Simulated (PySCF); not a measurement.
# Cl4OOs (Os(O)(Cl)42+): the cost of one run

The runs use PySCF 2.14.0; BP86, Os def2-SVP with ECP60, O def2-SVP, Cl def2-SVP; scalar-relativistic core potentials, no spin–orbit coupling.

3 further runs of the same task are left out: 2 for a known fault of the program, 1 that didn't finish.

## (1) The starting structure

6 atoms, charge 2, spin multiplicity 1.

Bond lengths: Os1–O2 1.465 Å, Os1–Cl3 2.176 Å, Os1–Cl4 2.176 Å, Os1–Cl5 2.176 Å, Os1–Cl6 2.176 Å. Angles: O2–Os1–Cl3 103.1°, O2–Os1–Cl4 103.1°, O2–Os1–Cl5 103.1°, O2–Os1–Cl6 103.1°, Cl3–Os1–Cl4 87.0°, Cl3–Os1–Cl5 153.7°, Cl3–Os1–Cl6 87.0°, Cl4–Os1–Cl5 87.0°, Cl4–Os1–Cl6 153.7°, Cl5–Os1–Cl6 87.0°.

Geometry (Å):

```
Os    0.00000    0.00000    0.00000
O     0.00000    0.00000    1.46520
Cl    2.11930    0.00000   -0.49440
Cl    0.00000    2.11930   -0.49440
Cl   -2.11930    0.00000   -0.49440
Cl    0.00000   -2.11930   -0.49440
```

Formal oxidation states: Os +8.

## (2) SCF at the start, singlet

Input file run.py (the lines that set the calculation):

```python
mol = gto.M(atom='''
Os     0.00000     0.00000     0.00000
O      0.00000     0.00000     1.46520
Cl     2.11930     0.00000    -0.49440
Cl     0.00000     2.11930    -0.49440
Cl    -2.11930     0.00000    -0.49440
Cl     0.00000    -2.11930    -0.49440''',
    basis={'Os': 'def2-SVP', 'O': 'def2-SVP', 'Cl': 'def2-SVP'},
    ecp={'Os': 'def2-SVP'},
    charge=2, spin=0)
mf = dft.RKS(mol, xc='B88,P86')
mf.grids.atom_grid = (50, 194)
mf = mf.density_fit()  # fitting sets: Os def2-universal-JKFIT, O def2-universal-JKFIT, Cl def2-universal-JKFIT
mf.conv_tol = 1e-08; mf.max_cycle = 55
mf.kernel(dm0)  # dm0: free metal ions and neutral atoms
```

The run is started by

```bash
> OMP_NUM_THREADS=2 python run.py
```

**Question.** How long does this run take on 2 threads of Arm Neoverse N1, shared host, and how much memory does it need?

About 8.2 s, with a peak of 0.47 GiB.
